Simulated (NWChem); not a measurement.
**BH3O3 (boric acid) at 6 levels**

Aim: a comparison of 6 runs (HF/STO-3G, HF/def2-SVP, B3LYP/6-31G, B3LYP/6-31G*, BP86/def2-TZVP, MP2/def2-SVPD) of BH3O3 (boric acid). 

Program for the calculation: NWChem 7.3.0.

**1. The structure to begin with**

The species is BH3O3 (7 atoms), meant as a singlet with charge 0. As SMILES, `OB(O)O`. Geometry: relaxed at PBE0-D4/def2-TZVP. This is a higher conformer, about 20 kJ/mol above the lowest found by a separate search.

Bond lengths: O1–B2 1.367 Å, B2–O3 1.360 Å, B2–O4 1.376 Å, O1–H5 0.957 Å, O3–H6 0.959 Å, O4–H7 0.957 Å. Angles: O1–B2–O3 116.5°, O1–B2–O4 125.2°, O3–B2–O4 118.3°, B2–O1–H5 115.3°, B2–O3–H6 111.6°, B2–O4–H7 115.8°.

**2. Energy and forces at HF/STO-3G (run 1)**

struct.nw

```
START struct
TITLE "BH3O3 gradient"
memory 2200 mb
charge 0
GEOMETRY units angstroms noautosym nocenter noautoz
O     -1.109700     0.802600     0.321900
B     -0.012200    -0.006800     0.228700
O      0.501200    -0.469300     1.400100
O      0.600700    -0.381300    -0.945400
H     -1.457400     1.118600    -0.511500
H      1.266800    -1.028200     1.254500
H      0.210500    -0.035700    -1.748300
END
BASIS spherical bse
* library STO-3G
END
SCF
nopen 0
rhf
thresh 1e-08
maxiter 80
END
TASK scf gradient
```

Command:

```bash
$ nwchem struct.nw > struct.out
```

What it wrote:

```text
[...]
  functions       =    23
[...]
  wavefunction    = RHF
[...]
         Total SCF energy =   -247.780399251091
      One-electron energy =   -574.914790508465
      Two-electron energy =    210.904748364095
 Nuclear repulsion energy =    116.229642893280
        Time for solution =      0.9s
[...]
                         RHF ENERGY GRADIENTS
    atom               coordinates                        gradient
                 x          y          z           x          y          z
   1 O      -2.097029   1.516694   0.608303   -0.011456   0.011024  -0.036292
   2 B      -0.023055  -0.012850   0.432180    0.001488  -0.002212   0.015907
   3 O       0.947131  -0.886848   2.645805    0.025927  -0.018743  -0.007599
   4 O       1.135158  -0.720553  -1.786547   -0.016483   0.014483  -0.032253
   5 H      -2.754087   2.113847  -0.966595    0.005919  -0.006515   0.030652
   6 H       2.393905  -1.943016   2.370661   -0.022465   0.016107   0.008551
   7 H       0.397787  -0.067463  -3.303808    0.017070  -0.014143   0.021034
[...]
```

Run time: 1.8 s. Hardware: 1 thread of Intel Xeon Platinum 8259CL at 2.50GHz (Skylake/Cascade Lake), shared host; peak memory 0.099 GiB.

**3. Energy and gradient at HF/def2-SVP (run 2)**

run.py

```python
from ase import Atoms
from ase.calculators.nwchem import NWChem

molecule = Atoms(['O', 'B', 'O', 'O', 'H', 'H', 'H'], positions=[
    [-1.109700, 0.802600, 0.321900],
    [-0.012200, -0.006800, 0.228700],
    [0.501200, -0.469300, 1.400100],
    [0.600700, -0.381300, -0.945400],
    [-1.457400, 1.118600, -0.511500],
    [1.266800, -1.028200, 1.254500],
    [0.210500, -0.035700, -1.748300],
])

calc = NWChem(
    label='input',
    theory='scf',
    memory='2200 mb',
    basis='def2-SVP',
    basispar='spherical bse',
    scf={'nopen': '0', 'rhf': None, 'thresh': '1e-08', 'maxiter': '80', 'print': 'low'},
)
molecule.calc = calc

forces = molecule.get_forces()
print("Total energy (eV):", round(molecule.get_potential_energy(), 6))
print("forces (eV/A):")
for s, f in zip(molecule.symbols, forces):
    print(f"{s:2s} {f[0]:10.5f} {f[1]:10.5f} {f[2]:10.5f}")
```

Command:

```bash
$ export ASE_NWCHEM_COMMAND="nwchem PREFIX.nwi > PREFIX.nwo"
$ python run.py
```

What it wrote:

```text
Total energy (eV): -6829.921576
forces (eV/A):
O     0.15154   -0.03769   -1.08727
B     0.04078   -0.05641    0.38253
O     0.59367   -0.39400   -0.68289
O    -0.75668    0.58282   -0.29326
H     0.25850   -0.24703    0.79452
H    -0.68571    0.49607    0.19360
H     0.39785   -0.34376    0.69276
```

The calculator wrote input.nwi:

```
title "input"

permanent_dir input

scratch_dir input

start input

geometry units angstrom nocenter noautosym noautoz
  O  -1.1096999999999999e+00 8.0259999999999998e-01 3.2190000000000002e-01
  B  -1.2200000000000001e-02 -6.7999999999999996e-03 2.2869999999999999e-01
  O  5.0119999999999998e-01 -4.6929999999999999e-01 1.4000999999999999e+00
  O  6.0070000000000001e-01 -3.8129999999999997e-01 -9.4540000000000002e-01
  H  -1.4574000000000000e+00 1.1186000000000000e+00 -5.1149999999999995e-01
  H  1.2667999999999999e+00 -1.0282000000000000e+00 1.2544999999999999e+00
  H  2.1049999999999999e-01 -3.5700000000000003e-02 -1.7483000000000000e+00
end

memory 2200 mb

basis spherical bse noprint
   * library def2-SVP
end

scf
  nopen 0
  rhf
  thresh 1e-08
  maxiter 80
  print low
end

task scf gradient
```

input.nwo:

```text
Northwest Computational Chemistry Package (NWChem) 7.3.0
             --------------------------------------------------------

           Job information
           ---------------

    nwchem branch   = 7.3.0
    use scalapack   = T
    input           = input.nwi
    prefix          = input.
    data base       = input/input.db
    status          = startup
    nproc           =        1

           Memory information
           ------------------

[... 5 lines left out ...]
    hardfail = no
[... 109 lines left out ...]
       Final RHF  results
[... 3 lines left out ...]
      One-electron energy =   -576.614380875774
[... 1 line left out ...]
 Nuclear repulsion energy =    116.229642893279
[... 18 lines left out ...]
 Task  times  cpu:        7.1s     wall:        7.1s
 Total times  cpu:        7.1s     wall:        7.1s
```

Run time: 8.4 s. Hardware: 1 thread of Intel Xeon Platinum 8259CL at 2.50GHz (Skylake/Cascade Lake), shared host; peak memory 0.1 GiB.

Runs 3 to 5 aren't shown in full; the table further down has their settings and results.

**4. Energy and forces at MP2/def2-SVPD (run 6)**

run.py

```python
from ase import Atoms
from ase.calculators.nwchem import NWChem

mol = Atoms(['O', 'B', 'O', 'O', 'H', 'H', 'H'], positions=[
    [-1.109700, 0.802600, 0.321900],
    [-0.012200, -0.006800, 0.228700],
    [0.501200, -0.469300, 1.400100],
    [0.600700, -0.381300, -0.945400],
    [-1.457400, 1.118600, -0.511500],
    [1.266800, -1.028200, 1.254500],
    [0.210500, -0.035700, -1.748300],
])

calc = NWChem(
    label='bh3o3',
    theory='mp2',
    memory='2200 mb',
    basis='def2-SVPD',
    basispar='spherical bse',
    scf={'nopen': '0', 'rhf': None, 'thresh': '1e-08', 'maxiter': '80'},
    mp2={'freeze': 'core 4', 'tight': None},
)
mol.calc = calc

forces = mol.get_forces()
print(f"energy = {mol.get_potential_energy():.6f} eV")
print("forces (eV/A):")
for s, f in zip(mol.symbols, forces):
    print(f"{s:2s} {f[0]:10.5f} {f[1]:10.5f} {f[2]:10.5f}")
```

Command:

```bash
$ export ASE_NWCHEM_COMMAND="nwchem PREFIX.nwi > PREFIX.nwo"
$ python run.py
```

What it wrote:

```text
energy = -6848.756456 eV
forces (eV/A):
O    -0.25264    0.17278    0.21628
B    -0.00278    0.00350   -0.01604
O    -0.01512   -0.01651    0.40145
O     0.25562   -0.17699   -0.18892
H    -0.12773    0.10850   -0.19664
H     0.20667   -0.15391    0.00257
H    -0.06402    0.06263   -0.21865
```

The calculator wrote bh3o3.nwi:

```
title "bh3o3"

permanent_dir bh3o3

scratch_dir bh3o3

start bh3o3

geometry units angstrom nocenter noautosym noautoz
  O  -1.1096999999999999e+00 8.0259999999999998e-01 3.2190000000000002e-01
  B  -1.2200000000000001e-02 -6.7999999999999996e-03 2.2869999999999999e-01
  O  5.0119999999999998e-01 -4.6929999999999999e-01 1.4000999999999999e+00
  O  6.0070000000000001e-01 -3.8129999999999997e-01 -9.4540000000000002e-01
  H  -1.4574000000000000e+00 1.1186000000000000e+00 -5.1149999999999995e-01
  H  1.2667999999999999e+00 -1.0282000000000000e+00 1.2544999999999999e+00
  H  2.1049999999999999e-01 -3.5700000000000003e-02 -1.7483000000000000e+00
end

memory 2200 mb

basis spherical bse noprint
   * library def2-SVPD
end

scf
  nopen 0
  rhf
  thresh 1e-08
  maxiter 80
end
mp2
  freeze core 4
  tight
end

task mp2 gradient
```

bh3o3.nwo:

```text
Northwest Computational Chemistry Package (NWChem) 7.3.0
             --------------------------------------------------------

           Job information
           ---------------

    nwchem branch   = 7.3.0
    use scalapack   = T
    input           = bh3o3.nwi
    prefix          = bh3o3.
    data base       = bh3o3/bh3o3.db
    status          = startup
    nproc           =        1

           Memory information
           ------------------

[... 5 lines left out ...]
    hardfail = no
[... 134 lines left out ...]
 Convergence threshold     :          1.000E-08
[... 16 lines left out ...]
      One-electron energy =   -576.286245062015
[... 36 lines left out ...]
                       ROHF Final Molecular Orbital Analysis
[... 552 lines left out ...]
  MP2 natural orbitals output to bh3o3/bh3o3.mp2nos
[... 13 lines left out ...]
                 ----------------------------------------
                 |  Time  |  1-e(secs)   |  2-e(secs)   |
                 ----------------------------------------
                 |  CPU   |       0.01   |       6.34   |
                 ----------------------------------------
                 |  WALL  |       0.01   |       6.34   |
                 ----------------------------------------
 -----------------------
 Task  times  cpu:       72.7s     wall:       72.7s
 Total times  cpu:       72.7s     wall:       72.7s
```

Run time: 74 s. Hardware: 1 thread of Intel Xeon Platinum 8259CL at 2.50GHz (Skylake/Cascade Lake), shared host; peak memory 0.47 GiB.

**5. The series**

```csv
run,level,iteration cap,module,energy (Eh),dipole moment (D),HOMO energy (eV),LUMO energy (eV),wall time
1,HF/STO-3G,80,scf,-247.780399,2.67,-10.04,10.86,1.8 s
2,HF/def2-SVP,80,scf,-250.994990,–,–,–,8.4 s
3,B3LYP/6-31G,100,dft,-252.383293,3.77,-8.45,0.66,17 s
4,B3LYP/6-31G* (Cartesian functions),100,dft,-252.466375,3.13,-8.32,1.05,32 s
5,BP86/def2-TZVP,100,dft,-252.594507,2.94,-7.55,-0.61,70 s
6,MP2/def2-SVPD,80,mp2,-251.687160,3.00,-13.77,1.32,74 s
```

**6. What came out**

```
                                                      quantity          value
                                           run 6: total energy  -251.68716 Eh
run 6: dipole moment (of the density that the program reports)         3.00 D
                    run 6: HOMO energy (Hartree–Fock orbitals)      -13.77 eV
                    run 6: LUMO energy (Hartree–Fock orbitals)        1.32 eV
                  run 6: HOMO–LUMO gap (Hartree–Fock orbitals)       15.09 eV
            run 6: correlation energy (4 core orbitals frozen)     -670.2 mEh
                               run 6: largest force on an atom     0.402 eV/Å
```

What this shows: Over runs 1, 3, 4, 5, 6 the dipole moment (its size) runs from 2.67 D (HF/STO-3G) to 3.77 D (B3LYP/6-31G). The two ends differ in method and basis. Over runs 1, 3, 4, 5 the HOMO–LUMO gap runs from 6.93 eV (BP86/def2-TZVP) to 20.89 eV (HF/STO-3G). Totals of different functionals can't be ranked against each other. In run 1 the basis is minimal, so the values are rough. All runs together took 3.4 min, the longest 74 s.
